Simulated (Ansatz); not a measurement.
# C₄H₁₀BNO: a ladder of functionals and wavefunction methods

One table from this session's results is given with a row withheld; the runs are named, their logs left out.

Program: Ansatz 0.2.0, Gaussian basis. Level of theory: functionals in def2-TZVPP, the program's frozen cores in correlated methods. These are calculated values, not measurements.

The runs, in order: LDA (SPW92), PBE-D4, revPBE-D4, BLYP-D4, r2SCAN-D4, B97M-V, PBE0-D4, B3LYP-D4, r2SCANh-D4, r2SCAN0-D4, HSE06-D4, BHLYP-D4, CAM-B3LYP-D4, LC-ωPBE, ωB97X-V, ωB97M-V, B2PLYP, PBE-QIDH; CCSD(T)/def2-SVP; MP2/def2-TZVPP; RPA on PBE.

1 further run of the same task is left out (it didn't finish). Runs told in other sessions of the task aren't counted.

## Structure used throughout

All runs share one geometry, relaxed beforehand with PBE0-D4 in a triple-zeta def2 set.

17 atoms, charge 0, spin multiplicity 1.

Atoms are counted from 1 here; the program's logs count them from 0.

Bond lengths: C1–C2 1.448 Å, C1–H8 1.092 Å, C1–H9 1.091 Å, C1–H10 1.091 Å, C2–N3 1.150 Å, B4–C5 1.569 Å, B4–C6 1.570 Å, B4–O7 1.370 Å, C5–H11 1.096 Å, C5–H12 1.094 Å, C5–H13 1.092 Å, C6–H14 1.093 Å, C6–H15 1.097 Å, C6–H16 1.094 Å, O7–H17 0.961 Å. Angles: C2–C1–H8 108.9°, C2–C1–H9 110.2°, C2–C1–H10 110.0°, H8–C1–H9 109.6°, H8–C1–H10 109.2°, H9–C1–H10 108.9°, C1–C2–N3 179.0°, C5–B4–C6 122.4°, C5–B4–O7 116.8°, C6–B4–O7 120.9°, B4–C5–H11 109.8°, B4–C5–H12 110.7°, B4–C5–H13 113.6°, H11–C5–H12 105.8°, H11–C5–H13 107.7°, H12–C5–H13 109.0°, B4–C6–H14 112.5°, B4–C6–H15 107.6° and more.

Set-up of the first run:

File in.yaml:

```yaml
crystal:
  periodic: [false, false, false]
  atoms:
    - {symbol: C, position_ang: [2.322932, 0.949280, 0.892924]}
    - {symbol: C, position_ang: [1.053182, 1.635528, 1.008099]}
    - {symbol: N, position_ang: [0.035653, 2.163201, 1.095035]}
    - {symbol: B, position_ang: [-0.769355, -0.830999, -0.291396]}
    - {symbol: C, position_ang: [-0.103518, -0.447212, -1.659618]}
    - {symbol: C, position_ang: [-2.265405, -0.487738, 0.040973]}
    - {symbol: O, position_ang: [0.024295, -1.472473, 0.622598]}
    - {symbol: H, position_ang: [2.140486, -0.125530, 0.837222]}
    - {symbol: H, position_ang: [2.949356, 1.169042, 1.758648]}
    - {symbol: H, position_ang: [2.841813, 1.272619, -0.010652]}
    - {symbol: H, position_ang: [-0.576417, -1.009637, -2.472820]}
    - {symbol: H, position_ang: [-0.273662, 0.608982, -1.890090]}
    - {symbol: H, position_ang: [0.968994, -0.649746, -1.695570]}
    - {symbol: H, position_ang: [-2.921032, -0.590018, -0.827415]}
    - {symbol: H, position_ang: [-2.305910, 0.567690, 0.337197]}
    - {symbol: H, position_ang: [-2.690094, -1.071352, 0.863617]}
    - {symbol: H, position_ang: [-0.450417, -1.681936, 1.431449]}
basis:
  gaussian: {orbitals: def2-TZVPP}
hamiltonian: {xc: lda}
output: {orbitals: {seedname: orbitals}}
```

Started as:

```console
$ ansatz run in.yaml --threads 4 --pin off --events-out ev --progress --plain --max-ram 11315MiB
```

Steps of the session up to this table: LDA; PBE-D4 (GGA); revPBE-D4 (GGA); BLYP-D4 (GGA); r2SCAN-D4 (meta-GGA); B97M-V (meta-GGA); B3LYP-D4 (hybrid); r2SCANh-D4 (hybrid); r2SCAN0-D4 (hybrid); HSE06-D4 (hybrid); BHLYP-D4 (hybrid); CAM-B3LYP-D4 (range-separated); LC-ωPBE (range-separated); ωB97X-V (range-separated); ωB97M-V (range-separated); B2PLYP (double hybrid); PBE-QIDH (double hybrid).

One table of the session follows, with a row left open; its other results are not shown here.

It belongs to the step «Frontier levels by functional». 

| functional | HOMO (eV) | LUMO (eV) | gap (eV) |
| --- | --- | --- | --- |
| LDA (SPW92) | -7.08 | -0.61 | 6.47 |
| PBE-D4 | ? | ? | ? |
| revPBE-D4 | -6.91 | -0.26 | 6.64 |
| BLYP-D4 | -6.89 | -0.28 | 6.61 |
| r2SCAN-D4 | -7.25 | 0.01 | 7.27 |
| B97M-V | -7.38 | -0.06 | 7.32 |
| PBE0-D4 | -8.40 | 0.59 | 9.00 |
| B3LYP-D4 | -8.20 | 0.27 | 8.47 |
| r2SCANh-D4 | -7.79 | 0.39 | 8.18 |
| r2SCAN0-D4 | -8.60 | 0.91 | 9.51 |
| HSE06-D4 | -8.00 | 0.22 | 8.22 |
| BHLYP-D4 | -9.80 | 1.20 | 11.01 |
| CAM-B3LYP-D4 | -9.88 | 1.36 | 11.23 |
| LC-ωPBE | -11.22 | 2.66 | 13.88 |
| ωB97X-V | -10.87 | 2.42 | 13.29 |
| ωB97M-V | -10.74 | 1.97 | 12.71 |

Q: Estimate the row for PBE-D4 from the others.

The run gave: HOMO (eV): -6.96; LUMO (eV): -0.37; gap (eV): 6.59. In the column «HOMO (eV)» it lies between LDA (SPW92) (-7.08) and revPBE-D4 (-6.91).
